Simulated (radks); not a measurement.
**Ionisation energy and size from Mg⁺ to Ar⁺**

One table from this session's results is given with a row withheld; the runs are named, their logs left out.

Program: radks (a radial shooting solver on a logarithmic mesh, Libxc functionals) version 1. Level of theory: Dirac Kohn-Sham, PBEsol, spin-unpolarised, spherical densities, finite nucleus; open shells fill j = l - 1/2 first. These are calculated values, not measurements, unless marked.

## The system

| Property | Result |
| --- | --- |
| species | Mg⁺, Al⁺, Si⁺, P⁺, S⁺, Cl⁺, Ar⁺ |
| runs | 14, each species and its next ion |

Set-up of the first run:

The run's settings:

```text
Z 12
configuration [Ne] 3s1
relativity Dirac
functional pbe_sol,pbe_sol
spin unpolarised
j_filling energy
nucleus finite rms 3.057 fm
c 137.035999084
```

Among the steps run: Mg⁺, [Ne] 3s1; Mg²⁺, [Ne]; Al⁺, [Ne] 3s2; Al²⁺, [Ne] 3s1; Si⁺, [Ne] 3s2 3p1; Si²⁺, [Ne] 3s2; P⁺, [Ne] 3s2 3p2; P²⁺, [Ne] 3s2 3p1; S⁺, [Ne] 3s2 3p3; S²⁺, [Ne] 3s2 3p2; Cl⁺, [Ne] 3s2 3p4; Cl²⁺, [Ne] 3s2 3p3; Ar⁺, [Ne] 3s2 3p5; Ar²⁺, [Ne] 3s2 3p4.

One of the session's tables, all rows but one given; the rest of the session is left out.

| species | Δ-SCF (eV) | −ε(HOMO) (eV) | its <r> (bohr) |
| --- | --- | --- | --- |
| Mg⁺ | 14.816 | 11.310 | 2.80 |
| Al⁺ | 19.171 | 14.774 | 2.38 |
| Si⁺ | 15.991 | 11.647 | 2.45 |
| P⁺ | ? | ? | ? |
| S⁺ | 22.186 | 16.706 | 1.90 |
| Cl⁺ | 25.330 | 19.319 | 1.71 |
| Ar⁺ | 28.522 | 21.993 | 1.56 |

Estimate the missing values for P⁺.

The run gave: Δ-SCF (eV): 19.147; −ε(HOMO) (eV): 14.207; its <r> (bohr): 2.13. In the column «Δ-SCF (eV)» it lies between Si⁺ (15.991) and Al⁺ (19.171).

Spin polarisation and multiplet splitting are left out, so open shells lie too high by an amount that depends on their filling.
